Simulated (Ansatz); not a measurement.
**CH₄AlFSSi: a ladder of functionals and wavefunction methods**

The task here is to estimate one member of a computed series from the others.

The runs use Ansatz 0.2.0, Gaussian basis; functionals in def2-TZVPP, the program's frozen cores in correlated methods.

The runs, in order: PBE-D4, r2SCAN-D4, PBE0-D4, B3LYP-D4, ωB97X-V, ωB97M-V, B2PLYP; CCSD(T)/def2-TZVPP; MP2/def2-QZVPP; extrapolation to the limit.

**The geometry**

An earlier PBE0-D4 in a triple-zeta def2 set relaxation fixed the geometry.

9 atoms, charge 0, spin multiplicity 1.

Atoms are counted from 1 here; the program's logs count them from 0.

Bond lengths: F1–C2 1.361 Å, C2–S3 1.809 Å, C2–Al4 2.006 Å, C2–Si5 1.904 Å, S3–Al4 2.389 Å, S3–H6 1.363 Å, Al4–Si5 2.338 Å, Al4–H7 1.575 Å, Si5–H8 1.487 Å, Si5–H9 1.496 Å. Angles: F1–C2–S3 113.9°, F1–C2–Al4 147.9°, F1–C2–Si5 125.9°, S3–C2–Al4 77.4°, S3–C2–Si5 107.2°, Al4–C2–Si5 73.4°, C2–S3–Al4 55.0°, C2–S3–H6 106.2°, Al4–S3–H6 113.7°, C2–Al4–S3 47.6°, C2–Al4–Si5 51.3°, C2–Al4–H7 143.3°, S3–Al4–Si5 78.4°, S3–Al4–H7 118.3°, Si5–Al4–H7 162.5°, C2–Si5–Al4 55.3°, C2–Si5–H8 109.5°, C2–Si5–H9 116.2° and more.

Coordinates:

```xyz
9

F     1.0077   -2.0025   -0.0592
C     0.4934   -0.7482   -0.1744
S     1.7058    0.5675    0.0935
Al   -0.1696    0.7119   -1.3791
Si   -1.1592   -0.1474    0.5566
H     1.4631    1.0599    1.3406
H     0.0392    1.3768   -2.7916
H    -2.1771   -1.2243    0.4327
H    -1.1149    0.3599    1.9637
```

The first run:

in.yaml reads:

```yaml
crystal:
  periodic: [false, false, false]
  atoms:
    - {symbol: F, position_ang: [1.007657, -2.002514, -0.059188]}
    - {symbol: C, position_ang: [0.493368, -0.748167, -0.174412]}
    - {symbol: S, position_ang: [1.705760, 0.567507, 0.093518]}
    - {symbol: Al, position_ang: [-0.169567, 0.711945, -1.379076]}
    - {symbol: Si, position_ang: [-1.159194, -0.147439, 0.556614]}
    - {symbol: H, position_ang: [1.463083, 1.059928, 1.340557]}
    - {symbol: H, position_ang: [0.039243, 1.376808, -2.791563]}
    - {symbol: H, position_ang: [-2.177054, -1.224328, 0.432718]}
    - {symbol: H, position_ang: [-1.114898, 0.359860, 1.963732]}
basis:
  gaussian: {orbitals: def2-TZVPP}
hamiltonian: {xc: pbe, dispersion: d4}
output: {forces: true, orbitals: {seedname: orbitals}}
```

Run with:

```console
$ ansatz run in.yaml --threads 4 --pin off --events-out ev --progress --plain --max-ram 10444MiB
```

Among the steps run: PBE-D4 (GGA); r2SCAN-D4 (meta-GGA); PBE0-D4 (hybrid); B3LYP-D4 (hybrid); ωB97X-V (range-separated); ωB97M-V (range-separated); B2PLYP (double hybrid); CCSD(T) in def2-TZVPP; MP2 in def2-QZVPP.

One table of the session follows, with a row left open; its other results are not shown here.

```
            method  atomisation energy (kJ/mol)
            PBE-D4                       2777.3
         r2SCAN-D4                       2737.2
           PBE0-D4                       2712.3
          B3LYP-D4                       2677.8
           ωB97X-V                       2727.6
           ωB97M-V                       2715.6
            B2PLYP                       2641.4
     HF/def2-TZVPP                            ?
    MP2/def2-TZVPP                       2662.0
   CCSD/def2-TZVPP                       2544.7
CCSD(T)/def2-TZVPP                       2606.6
           MP2/CBS                       2756.9
       CCSD(T)/CBS                       2701.5
```

**Question.** Estimate the row for HF/def2-TZVPP.

As computed: atomisation energy (kJ/mol): 1824.3. In the column «atomisation energy (kJ/mol)» it is the lowest.

Among the levels timed on like hardware and quicker than the yardstick, those that no quicker one beats, quickest first: PBE-D4 (2.7 s, +75.8 kJ/mol); PBE0-D4 (3.5 s, +10.8 kJ/mol).

B2PLYP carry no dispersion term (for B3LYP, D4 adds 41.7 kJ/mol).

Limits of these values: Free atoms (1 F, 1 C, 1 S, 1 Al, 1 Si, 4 H) were run apart at each level; the atomisation energy is their sum less the molecule, without zero-point or spin-orbit terms.
